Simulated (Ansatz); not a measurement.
# C3K: the cost of one run

Computed with Ansatz 0.2.0 (the levels named in each step, unless a step's input says otherwise).

## 1. Starting point

Bond lengths: C1–C2 1.274 Å, C2–C3 1.308 Å, C1–K4 2.546 Å. Angles: C1–C2–C3 174.3°, C2–C1–K4 150.7°.

Structure file:

```xyz
4

C    -0.4303    0.1025   -0.6992
C    -0.7068    1.1571   -1.3592
C    -1.0543    2.1622   -2.1203
K     0.6732   -1.0512    1.2836
```

## 2. A rough first relaxation, PBE-D4/def2-SVP

This run stands in another session on the same molecule. It ended at:

```xyz
4

C    -0.2630    0.3830   -0.4956
C    -0.7166    1.2154   -1.3870
C    -1.1797    2.0657   -2.2971
K     0.6411   -1.2935    1.2847
```

## 3. Relaxation, HF/STO-3G

input.yaml

```yaml
crystal:
  periodic: [false, false, false]
  atoms:
    - { symbol: C, position_ang: [-0.2629845, 0.38304635, -0.49559361] }
    - { symbol: C, position_ang: [-0.71662451, 1.21539388, -1.38702658] }
    - { symbol: C, position_ang: [-1.17966264, 2.06572767, -2.29709208] }
    - { symbol: K, position_ang: [0.64105165, -1.2935179, 1.28470227] }
magnetization:
  spin_polarized: true
  initial_magnetization: 1
basis:
  gaussian: { orbitals: STO-3G }
hamiltonian:
  xc: hf
relax:
  f_tol: 0.002
  max_steps: 150
```

The run is started by

```console
$ ansatz run input.yaml --threads 2 --pin off --max-ram 5120MiB --backend cpu --events-out ev --progress --plain --runs-dir out
```

**Question.** How long does this run take on 2 threads of Intel Xeon at 2.50GHz (Skylake/Cascade Lake), shared host, and how much memory does it need?

About 58 s, with a peak of 0.1 GiB.
